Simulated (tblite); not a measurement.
# C7H12OSi2: the cost of one run

The runs use tblite 0.8.0 and PySCF 2.14.0, with density-fitted response routines of our own; the level of theory stands in each step. All values are computed, except where a source is named. Atoms are numbered from 0 throughout.

### 1 The molecule as given

22 atoms, charge 0, multiplicity 1; geometry from: force field or distance geometry start.

Bonds of the start (Å): C0–C1 1.34, C1–Si2 1.86, Si2–C3 1.84, C3–C4 1.52, C4–C5 1.28, C5–C6 1.46, C6–O7 1.24, C6–Si8 1.86, Si8–C9 1.88, C9–C4 1.47, C0–H10 1.11, C0–H11 1.09, C1–H12 1.06, Si2–H13 1.48, Si2–H14 1.47, C3–H15 1.14, C3–H16 1.08, C5–H17 1.12, Si8–H18 1.46, Si8–H19 1.47, C9–H20 1.10, C9–H21 1.12.

### 2 Relaxing the molecule with GFN2-xTB

What the job is given:

```
{"job": {"kind": "relax", "xc": "GFN2-xTB", "basis": "xTB"}, "charge": 0, "multiplicity": 1}
C     -4.061600     0.678200     0.483400
C     -3.058800     0.298600    -0.317700
Si    -1.636500    -0.565500     0.521800
C     -0.362700    -1.076000    -0.704800
C      0.937500    -0.312500    -0.490100
C      1.446800     0.420200    -1.409100
C      2.691900     1.117000    -1.120600
O      3.261300     2.022200    -1.755400
Si     3.316500     0.370600     0.460400
C      1.640400    -0.405000     0.800800
H     -4.947800     1.194300     0.069000
H     -4.016900     0.472300     1.548400
H     -3.099000     0.492500    -1.361000
H     -2.176900    -1.816200     1.112000
H     -1.123600     0.217900     1.657400
H     -0.035500    -2.149200    -0.517700
H     -0.696300    -1.039600    -1.726100
H      0.984000     0.544200    -2.416100
H      4.352400    -0.611800     0.168800
H      3.689100     1.368600     1.466200
H      1.724700    -1.446100     1.144000
H      1.160400     0.244400     1.584000
```

Run with:

```sh
OMP_NUM_THREADS=1 python probes_run.py task.json out
```

This one command runs all jobs of the session in turn.

Q: Estimate the wall time and peak memory of this first job on 1 thread of Intel Xeon at 2.50GHz, shared host.

About 9.1 s, with a peak of 0.18 GiB.
